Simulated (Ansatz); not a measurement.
**CH6GeSSi: up Jacob's ladder to CCSD(T)**

The task here is to estimate one member of a computed series from the others.

Program: Ansatz 0.2.0, Gaussian basis. Level of theory: functionals in def2-TZVPP, the program's frozen cores in correlated methods. These are calculated values, not measurements.

Plan: LDA (SPW92), PBE-D4, revPBE-D4, BLYP-D4, r2SCAN-D4, B97M-V, PBE0-D4, B3LYP-D4, r2SCANh-D4, r2SCAN0-D4, HSE06-D4, BHLYP-D4, CAM-B3LYP-D4, LC-ωPBE, ωB97X-V, ωB97M-V, B2PLYP, PBE-QIDH; CCSD(T)/def2-SVP; CCSD(T)/def2-TZVPP; MP2/def2-QZVPP; extrapolation to the limit; RPA on PBE.

## Structure used throughout

The geometry comes from an earlier relaxation with PBE0-D4 in a triple-zeta def2 set; it is a stationary point, not always the lowest conformer.

SMILES `[CH2]1[SiH2][S][GeH2]1`, 10 atoms, charge 0, spin multiplicity 1.

Atoms are counted from 1 here; the program's logs count them from 0.

Bond lengths: C1–Si2 1.883 Å, C1–Ge4 1.968 Å, C1–H5 1.090 Å, C1–H6 1.090 Å, Si2–S3 2.149 Å, Si2–H7 1.487 Å, Si2–H8 1.487 Å, S3–Ge4 2.248 Å, Ge4–H9 1.538 Å, Ge4–H10 1.538 Å. Angles: Si2–C1–Ge4 92.6°, Si2–C1–H5 114.4°, Si2–C1–H6 114.3°, Ge4–C1–H5 112.8°, Ge4–C1–H6 112.7°, H5–C1–H6 109.2°, C1–Si2–S3 97.2°, C1–Si2–H7 113.7°, C1–Si2–H8 113.6°, S3–Si2–H7 112.0°, S3–Si2–H8 112.0°, H7–Si2–H8 108.1°, Si2–S3–Ge4 78.6°, C1–Ge4–S3 91.6°, C1–Ge4–H9 115.3°, C1–Ge4–H10 115.4°, S3–Ge4–H9 111.5°, S3–Ge4–H10 111.5° and more.

The first run:

File in.yaml:

```yaml
crystal:
  periodic: [false, false, false]
  atoms:
    - {symbol: C, position_ang: [-0.758354, 0.529394, 0.265481]}
    - {symbol: Si, position_ang: [-0.086188, 0.002297, -1.412188]}
    - {symbol: S, position_ang: [1.590702, -1.128943, -0.685910]}
    - {symbol: Ge, position_ang: [0.672974, -0.409775, 1.235846]}
    - {symbol: H, position_ang: [-0.749446, 1.606033, 0.436349]}
    - {symbol: H, position_ang: [-1.749513, 0.137713, 0.495090]}
    - {symbol: H, position_ang: [-1.028844, -0.838852, -2.196449]}
    - {symbol: H, position_ang: [0.338507, 1.141791, -2.268008]}
    - {symbol: H, position_ang: [1.640565, 0.494519, 2.018209]}
    - {symbol: H, position_ang: [0.212696, -1.585276, 2.114679]}
basis:
  gaussian: {orbitals: def2-TZVPP}
hamiltonian: {xc: lda}
output: {orbitals: {seedname: orbitals}}
```

Steps of the session up to this table: LDA; PBE-D4 (GGA); revPBE-D4 (GGA); BLYP-D4 (GGA); r2SCAN-D4 (meta-GGA); B97M-V (meta-GGA); PBE0-D4 (hybrid); B3LYP-D4 (hybrid); r2SCANh-D4 (hybrid); r2SCAN0-D4 (hybrid); HSE06-D4 (hybrid); BHLYP-D4 (hybrid); CAM-B3LYP-D4 (range-separated); LC-ωPBE (range-separated); ωB97X-V (range-separated); ωB97M-V (range-separated); B2PLYP (double hybrid); PBE-QIDH (double hybrid).

One table of the session follows, with a row left open; its other results are not shown here.

It belongs to the step «Frontier levels by functional». 

| functional | HOMO (eV) | gap (eV) |
| --- | --- | --- |
| LDA (SPW92) | -6.04 | 4.43 |
| PBE-D4 | -5.97 | 4.61 |
| revPBE-D4 | -5.94 | 4.69 |
| BLYP-D4 | -5.80 | 4.57 |
| r2SCAN-D4 | -6.24 | 5.18 |
| B97M-V | -6.38 | 5.23 |
| PBE0-D4 | -7.14 | 6.61 |
| B3LYP-D4 | -6.90 | 6.16 |
| r2SCANh-D4 | -6.67 | 5.89 |
| r2SCAN0-D4 | ? | ? |
| HSE06-D4 | -6.75 | 5.84 |
| BHLYP-D4 | -8.17 | 8.49 |
| CAM-B3LYP-D4 | -8.40 | 8.85 |
| LC-ωPBE | -9.78 | 11.38 |
| ωB97X-V | -9.44 | 10.89 |
| ωB97M-V | -9.28 | 10.45 |

**Question.** Estimate the row for r2SCAN0-D4.

Worked estimate for «HOMO (eV)». Against the share of exact exchange, r2SCAN-D4 (0, -6.24), r2SCANh-D4 (0.1, -6.67) give a slope of -4.30 per unit share; at 0.25 the line stands at -7.31.

The run gave: HOMO (eV): -7.32; gap (eV): 6.95. In «HOMO (eV)» the line misses by +0.01.
